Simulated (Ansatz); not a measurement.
**C3H6BrN: up Jacob's ladder to CCSD(T)**

The task here is to estimate one member of a computed series from the others.

Computed with Ansatz 0.2.0, Gaussian basis. Level: functionals in def2-TZVPP, the program's frozen cores in correlated methods.

Levels to be run: PBE-D4, r2SCAN-D4, PBE0-D4, B3LYP-D4, ωB97X-V, ωB97M-V, B2PLYP; CCSD(T)/def2-TZVPP; MP2/def2-QZVPP; extrapolation to the limit.

### Structure used throughout

An earlier PBE0-D4 in a triple-zeta def2 set relaxation fixed the geometry.

SMILES `C=C(N)CBr`, 11 atoms, charge 0, spin multiplicity 1.

Atoms are counted from 1 here; the program's logs count them from 0.

Bond lengths: C1–C2 1.337 Å, C1–H6 1.081 Å, C1–H7 1.084 Å, C2–N3 1.383 Å, C2–C4 1.486 Å, N3–H8 1.008 Å, N3–H9 1.010 Å, C4–Br5 1.965 Å, C4–H10 1.089 Å, C4–H11 1.085 Å. Angles: C2–C1–H6 120.6°, C2–C1–H7 121.7°, H6–C1–H7 117.7°, C1–C2–N3 125.0°, C1–C2–C4 120.2°, N3–C2–C4 114.6°, C2–N3–H8 114.8°, C2–N3–H9 114.0°, H8–N3–H9 111.9°, C2–C4–Br5 111.9°, C2–C4–H10 111.8°, C2–C4–H11 111.7°, Br5–C4–H10 104.4°, Br5–C4–H11 105.9°, H10–C4–H11 110.7°.

Set-up of the first run:

in.yaml

```yaml
crystal:
  periodic: [false, false, false]
  atoms:
    - {symbol: C, position_ang: [-1.070093, -0.739336, -0.779427]}
    - {symbol: C, position_ang: [-0.050067, -0.259082, -0.061350]}
    - {symbol: N, position_ang: [0.700452, -0.991181, 0.840523]}
    - {symbol: C, position_ang: [0.440122, 1.124511, -0.293399]}
    - {symbol: Br, position_ang: [0.378036, 2.207691, 1.345441]}
    - {symbol: H, position_ang: [-1.563938, -0.121521, -1.515646]}
    - {symbol: H, position_ang: [-1.413269, -1.761147, -0.667452]}
    - {symbol: H, position_ang: [0.276136, -1.854056, 1.141394]}
    - {symbol: H, position_ang: [1.049239, -0.451067, 1.619214]}
    - {symbol: H, position_ang: [1.488298, 1.138681, -0.587877]}
    - {symbol: H, position_ang: [-0.169416, 1.649706, -1.020920]}
basis:
  gaussian: {orbitals: def2-TZVPP}
hamiltonian: {xc: pbe, dispersion: d4}
output: {forces: true, orbitals: {seedname: orbitals}}
```

Command:

```console
$ ansatz run in.yaml --threads 4 --pin off --events-out ev --progress --plain --max-ram 10444MiB
```

Among the steps run: PBE-D4 (GGA); r2SCAN-D4 (meta-GGA); PBE0-D4 (hybrid); B3LYP-D4 (hybrid); ωB97X-V (range-separated); ωB97M-V (range-separated); B2PLYP (double hybrid); CCSD(T) in def2-TZVPP; MP2 in def2-QZVPP.

One table of the session follows, with a row left open; its other results are not shown here.

```
            method  atomisation energy (eV)
            PBE-D4                   44.934
         r2SCAN-D4                   43.669
           PBE0-D4                   43.991
          B3LYP-D4                   43.663
           ωB97X-V                   43.569
           ωB97M-V                   43.638
            B2PLYP                   43.130
     HF/def2-TZVPP                   30.913
    MP2/def2-TZVPP                   43.115
   CCSD/def2-TZVPP                   41.580
CCSD(T)/def2-TZVPP                   42.337
           MP2/CBS                   44.313
       CCSD(T)/CBS                        ?
```

**Question.** Estimate the row for CCSD(T)/CBS.

**Answer.** atomisation energy (eV): 43.536. In the column «atomisation energy (eV)» it lies between B2PLYP (43.130) and ωB97X-V (43.569).

Caveats from the session: Free atoms (3 C, 1 N, 1 Br, 6 H) were run apart at each level; the atomisation energy is their sum less the molecule, without zero-point or spin-orbit terms.
